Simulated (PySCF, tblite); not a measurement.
# C4H7BO2: dynamics, then NMR shifts on frames, part 2 of 2

tblite 0.8.0 and PySCF 2.14.0. Atoms count from 0. The steps go on from the part before.

## Step 5: Shielding tensors: 625 fs, PBE0/pcSseg-1

Job settings and geometry (Å):

```
{"job": {"kind": "nmr", "xc": "PBE0", "basis": "pcSseg-1", "pop": false}, "charge": 0, "multiplicity": 1}
C      3.476700    -1.157500     0.325300
C      2.070500    -0.657100     0.579700
C      0.987700    -0.105000     0.456600
C     -0.320800     0.347000     0.567600
B     -1.580200    -0.461600     1.160000
O     -2.139900    -1.432800     0.334800
O     -2.422400     0.094600     2.080200
H      4.175000    -0.540900    -0.296800
H      3.320800    -2.097000    -0.098200
H      3.871200    -1.384400     1.347100
H     -0.493100     0.393700    -0.467300
H     -0.279100     1.340300     0.843100
H     -1.402900    -1.891400    -0.155300
H     -3.277900    -0.328500     2.109400
```

With the program's defaults for keys left out, this is: GIAO PBE0/pcSseg-1 NMR shielding, non-relativistic, gas phase.

Output:

```text
coarse grid: 11944 points
cycle   1  E = -331.3201468315  dE =  9.888e-01  |g| = 8.891e-01  |ddm| = 3.511e+00
cycle   2  E = -331.2082130841  dE =  1.119e-01  |g| = 1.210e+00  |ddm| = 1.604e+00
cycle   3  E = -331.4688376850  dE = -2.606e-01  |g| = 1.046e-01  |ddm| = 8.894e-01
cycle   4  E = -331.4711354671  dE = -2.298e-03  |g| = 2.930e-02  |ddm| = 1.686e-01
cycle   5  E = -331.4712800408  dE = -1.446e-04  |g| = 1.748e-02  |ddm| = 3.973e-02
cycle   6  E = -331.4713466784  dE = -6.664e-05  |g| = 5.443e-03  |ddm| = 1.662e-02
cycle   7  E = -331.4713538002  dE = -7.122e-06  |g| = 9.899e-04  |ddm| = 5.411e-03
final grid: 116064 points
cycle   8  E = -331.5309136986  dE = -3.491e-05  |g| = 8.348e-03  |ddm| = 3.254e-02
cycle   9  E = -331.5309052605  dE =  8.438e-06  |g| = 1.089e-02  |ddm| = 1.591e-02
cycle  10  E = -331.5309282524  dE = -2.299e-05  |g| = 1.204e-03  |ddm| = 8.075e-03
cycle  11  E = -331.5309285346  dE = -2.822e-07  |g| = 2.079e-04  |ddm| = 1.119e-03
cycle  12  E = -331.5309285347  dE = -1.052e-10  |g| = 2.039e-04  |ddm| = 3.094e-04
cycle  13  E = -331.5309285443  dE = -9.606e-09  |g| = 3.825e-05  |ddm| = 1.781e-04
cycle  14  E = -331.5309285446  dE = -3.035e-10  |g| = 1.175e-05  |ddm| = 3.809e-05
converged SCF energy = -331.5309285446

GIAO shielding tensors (ppm)
atom      isotropic    diamagn.    paramagn.     s11        s22        s33       span
  0 C      177.598     250.762     -73.164    163.366    175.304    194.124     30.758
  1 C      104.492     270.209    -165.716     17.218     29.594    266.665    249.447
  2 C       99.580     265.006    -165.427      2.246     17.397    279.096    276.850
  3 C      187.930     258.369     -70.438    172.109    190.376    201.306     29.197
  4 B       70.033     193.457    -123.424     58.759     60.566     90.775     32.016
  5 O      180.616     390.885    -210.269     49.606    230.120    262.122    212.517
  6 O      204.027     383.667    -179.640     89.721    250.925    271.435    181.714
  7 H       28.872      28.281       0.591     24.349     26.695     35.571     11.221
  8 H       30.797      31.598      -0.801     25.236     30.068     37.086     11.850
  9 H       29.198      26.404       2.795     23.819     27.730     36.046     12.226
 10 H       30.571      35.577      -5.005     25.103     30.663     35.949     10.846
 11 H       31.378      32.862      -1.484     24.938     31.434     37.762     12.823
 12 H       26.751      32.374      -5.623     20.840     25.855     33.557     12.717
 13 H       27.303      29.004      -1.701     21.814     23.490     36.605     14.791
```

Wall time 12 s (1 thread of AMD EPYC 7B13, shared host); peak memory 0.77 GiB.

In short: δ C2 87.3, C1 82.4, C0 9.3, C3 -1.0, H12 4.97, H13 4.41 ppm.

## Step 6: Nuclear shieldings: 800 fs, PBE0/pcSseg-1

Job settings and geometry (Å):

```
{"job": {"kind": "nmr", "xc": "PBE0", "basis": "pcSseg-1", "pop": false}, "charge": 0, "multiplicity": 1}
C      3.055600    -1.906000     0.342400
C      1.951000    -0.947200     0.572300
C      1.133600    -0.138700     0.785800
C     -0.007700     0.675600     1.074600
B     -1.344400    -0.311900     1.467800
O     -1.825100    -1.160100     0.478600
O     -1.886300     0.134400     2.636300
H      3.557300    -1.888300    -0.603200
H      2.869600    -2.990000     0.617800
H      3.802600    -1.577600     1.075800
H     -0.231800     1.456800     0.231000
H      0.391100     1.163600     1.996500
H     -1.071900    -1.418800    -0.163200
H     -2.841000     0.158600     2.880300
```

Method: GIAO PBE0/pcSseg-1 NMR shielding, non-relativistic, gas phase.

Output:

```text
coarse grid: 11944 points
cycle   1  E = -331.3183692446  dE =  8.259e-01  |g| = 8.897e-01  |ddm| = 3.581e+00
cycle   2  E = -331.2081468668  dE =  1.102e-01  |g| = 1.206e+00  |ddm| = 1.681e+00
cycle   3  E = -331.4699726955  dE = -2.618e-01  |g| = 1.084e-01  |ddm| = 9.351e-01
cycle   4  E = -331.4723292172  dE = -2.357e-03  |g| = 3.467e-02  |ddm| = 1.744e-01
cycle   5  E = -331.4725660583  dE = -2.368e-04  |g| = 1.772e-02  |ddm| = 5.153e-02
cycle   6  E = -331.4726325748  dE = -6.652e-05  |g| = 5.082e-03  |ddm| = 1.598e-02
cycle   7  E = -331.4726386957  dE = -6.121e-06  |g| = 1.085e-03  |ddm| = 5.586e-03
final grid: 116064 points
cycle   8  E = -331.5320149143  dE = -2.920e-05  |g| = 8.567e-03  |ddm| = 4.073e-02
cycle   9  E = -331.5320019411  dE =  1.297e-05  |g| = 1.202e-02  |ddm| = 1.462e-02
cycle  10  E = -331.5320293402  dE = -2.740e-05  |g| = 1.132e-03  |ddm| = 7.921e-03
cycle  11  E = -331.5320296086  dE = -2.684e-07  |g| = 2.986e-04  |ddm| = 1.128e-03
cycle  12  E = -331.5320296217  dE = -1.312e-08  |g| = 1.744e-04  |ddm| = 3.340e-04
cycle  13  E = -331.5320296289  dE = -7.173e-09  |g| = 2.825e-05  |ddm| = 1.493e-04
cycle  14  E = -331.5320296291  dE = -1.460e-10  |g| = 1.082e-05  |ddm| = 2.777e-05
converged SCF energy = -331.5320296291

GIAO shielding tensors (ppm)
atom      isotropic    diamagn.    paramagn.     s11        s22        s33       span
  0 C      181.811     247.717     -65.905    166.743    182.032    196.660     29.918
  1 C      112.096     264.281    -152.185     32.544     36.611    267.134    234.590
  2 C      102.047     265.110    -163.063      9.676     17.887    278.577    268.901
  3 C      169.356     254.763     -85.408    160.341    168.118    179.608     19.267
  4 B       71.559     196.828    -125.269     51.896     75.288     87.492     35.596
  5 O      183.006     390.349    -207.343     47.502    233.190    268.325    220.823
  6 O      223.954     384.715    -160.762    142.627    250.161    279.072    136.445
  7 H       30.486      29.369       1.117     25.584     28.079     37.795     12.211
  8 H       29.161      26.849       2.312     24.257     27.221     36.006     11.749
  9 H       29.465      25.804       3.661     23.600     28.329     36.465     12.864
 10 H       28.249      30.374      -2.125     24.122     26.687     33.937      9.815
 11 H       28.543      29.862      -1.319     23.017     28.766     33.845     10.828
 12 H       24.701      31.622      -6.921     18.519     24.563     31.022     12.504
 13 H       26.696      27.376      -0.680     20.373     21.001     38.715     18.342
```

Wall time 12 s (1 thread of AMD EPYC 7B13, shared host); peak memory 0.77 GiB.

This run: δ C2 84.9, C1 74.8, C3 17.6, C0 5.1, H12 7.02, H13 5.02 ppm.

## Step 7: NMR shieldings: 1000 fs, PBE0/pcSseg-1

Job settings and geometry (Å):

```
{"job": {"kind": "nmr", "xc": "PBE0", "basis": "pcSseg-1", "pop": false}, "charge": 0, "multiplicity": 1}
C      3.260100    -1.678600     0.932700
C      2.045600    -0.912800     1.003400
C      1.060200    -0.274300     1.015800
C     -0.042000     0.518800     1.522100
B     -1.444600    -0.278800     1.202600
O     -1.754600    -0.795300    -0.030700
O     -2.373900    -0.440500     2.211200
H      3.044900    -2.651700     0.490200
H      3.725400    -1.746300     1.981900
H      4.148200    -1.347200     0.376200
H     -0.082900     1.554700     1.196900
H      0.160500     0.551900     2.519700
H     -1.184700    -0.484500    -0.752600
H     -3.133200    -1.001200     1.842700
```

With the program's defaults for keys left out, this is: GIAO PBE0/pcSseg-1 NMR shielding, non-relativistic, gas phase.

Output:

```text
coarse grid: 11944 points
cycle   1  E = -331.3367362283  dE =  9.590e-01  |g| = 8.899e-01  |ddm| = 3.618e+00
cycle   2  E = -331.2283079949  dE =  1.084e-01  |g| = 1.202e+00  |ddm| = 1.924e+00
cycle   3  E = -331.4872327670  dE = -2.589e-01  |g| = 1.106e-01  |ddm| = 1.211e+00
cycle   4  E = -331.4895656138  dE = -2.333e-03  |g| = 4.249e-02  |ddm| = 1.480e-01
cycle   5  E = -331.4898706048  dE = -3.050e-04  |g| = 2.369e-02  |ddm| = 5.140e-02
cycle   6  E = -331.4899986397  dE = -1.280e-04  |g| = 4.477e-03  |ddm| = 2.018e-02
cycle   7  E = -331.4900029605  dE = -4.321e-06  |g| = 1.636e-03  |ddm| = 5.269e-03
final grid: 116064 points
cycle   8  E = -331.5499251114  dE = -3.461e-05  |g| = 8.649e-03  |ddm| = 2.765e-02
cycle   9  E = -331.5499133952  dE =  1.172e-05  |g| = 1.186e-02  |ddm| = 1.378e-02
cycle  10  E = -331.5499399843  dE = -2.659e-05  |g| = 1.162e-03  |ddm| = 8.135e-03
cycle  11  E = -331.5499402545  dE = -2.702e-07  |g| = 2.413e-04  |ddm| = 9.458e-04
cycle  12  E = -331.5499402597  dE = -5.257e-09  |g| = 1.798e-04  |ddm| = 3.246e-04
cycle  13  E = -331.5499402668  dE = -7.061e-09  |g| = 3.836e-05  |ddm| = 1.527e-04
cycle  14  E = -331.5499402671  dE = -3.005e-10  |g| = 1.289e-05  |ddm| = 3.584e-05
converged SCF energy = -331.5499402671

GIAO shielding tensors (ppm)
atom      isotropic    diamagn.    paramagn.     s11        s22        s33       span
  0 C      181.339     249.138     -67.800    168.818    174.787    200.410     31.591
  1 C      106.278     267.534    -161.256     15.816     25.279    277.740    261.923
  2 C      104.759     264.816    -160.057     16.265     25.071    272.940    256.675
  3 C      183.751     251.992     -68.241    174.080    179.529    197.642     23.563
  4 B       69.647     193.613    -123.966     56.964     61.532     90.446     33.481
  5 O      202.251     391.961    -189.710     88.329    241.954    276.471    188.141
  6 O      192.238     383.692    -191.454     90.418    237.805    248.492    158.074
  7 H       29.787      29.593       0.194     23.995     28.331     37.036     13.041
  8 H       28.447      24.186       4.262     23.194     26.940     35.208     12.015
  9 H       29.602      28.588       1.014     25.292     26.838     36.677     11.385
 10 H       30.547      30.894      -0.347     25.993     28.384     37.264     11.271
 11 H       31.100      31.193      -0.093     25.379     31.292     36.630     11.251
 12 H       27.000      34.167      -7.166     21.296     24.841     34.864     13.568
 13 H       26.116      26.875      -0.759     20.742     22.983     34.624     13.882
```

Wall time 12 s (1 thread of AMD EPYC 7B13, shared host); peak memory 0.77 GiB.

This run: δ C2 82.2, C1 80.6, C0 5.6, C3 3.2, H13 5.60, H12 4.72 ppm.

## Step 8: Comparing the runs: NMR shifts

Shifts (ppm) of some atoms, chosen among heavy atoms and hydrogens apart, with basis size and wall time:

```
  frame    C2    C1    C3   H11   H10     O5     O6  functions  time
 250 fs  88.0  84.0   3.8  1.48  0.48  152.9  127.4        154  18 s
 425 fs  90.9  79.9   5.9  3.52  2.53  127.5  135.2        154  11 s
 625 fs  87.3  82.4  -1.0  0.34  1.15  155.5  132.1        154  12 s
 800 fs  84.9  74.8  17.6  3.17  3.47  153.1  112.1        154  12 s
1000 fs  82.2  80.6   3.2  0.62  1.17  133.8  143.8        154  12 s
```

## Step 9: Summary of results

What follows sums up all 2 parts.

| quantity | value |
| --- | --- |
| thermostat | 600 K |
| mean temperature, second half | 572 K |
| mean potential energy above the minimum | 0.93 eV |
| 13C shifts against TMS (PBE0/pcSseg-1, 250 fs) | 88.0, 84.0, 4.9, 3.8 ppm |
| 1H shifts against TMS (PBE0/pcSseg-1, 250 fs) | 5.75, 5.31, 2.74, 2.40, 1.48, 0.48, 0.33 ppm |
| 11B shifts against BF3·OEt2 (PBE0/pcSseg-1, 250 fs) | 29.7 ppm |
| 17O shifts against H2O (PBE0/pcSseg-1, 250 fs) | 152.9, 127.4 ppm |
| surface potential, 1st and 99th percentile | -1.28 V and 1.99 V |
| range of the shift of O6 | 112.1 to 143.8 ppm |

**Reading.** In the second half the potential energy averages 0.93 eV above the minimum; equipartition over 36 harmonic modes at 600 K would give 0.93 eV. With 14 atoms the temperature swings widely (296 to 832 K). Shifts at one fixed geometry are not the observed spectrum, which averages over the motion. In the first frame run (250 fs): The largest span, 270 ppm, is at C2, where the paramagnetic term is -165 ppm. In ppm, O6 moves most: its shift spreads over 31.7 ppm, from 112.1 (800 fs) to 143.8 (1000 fs).
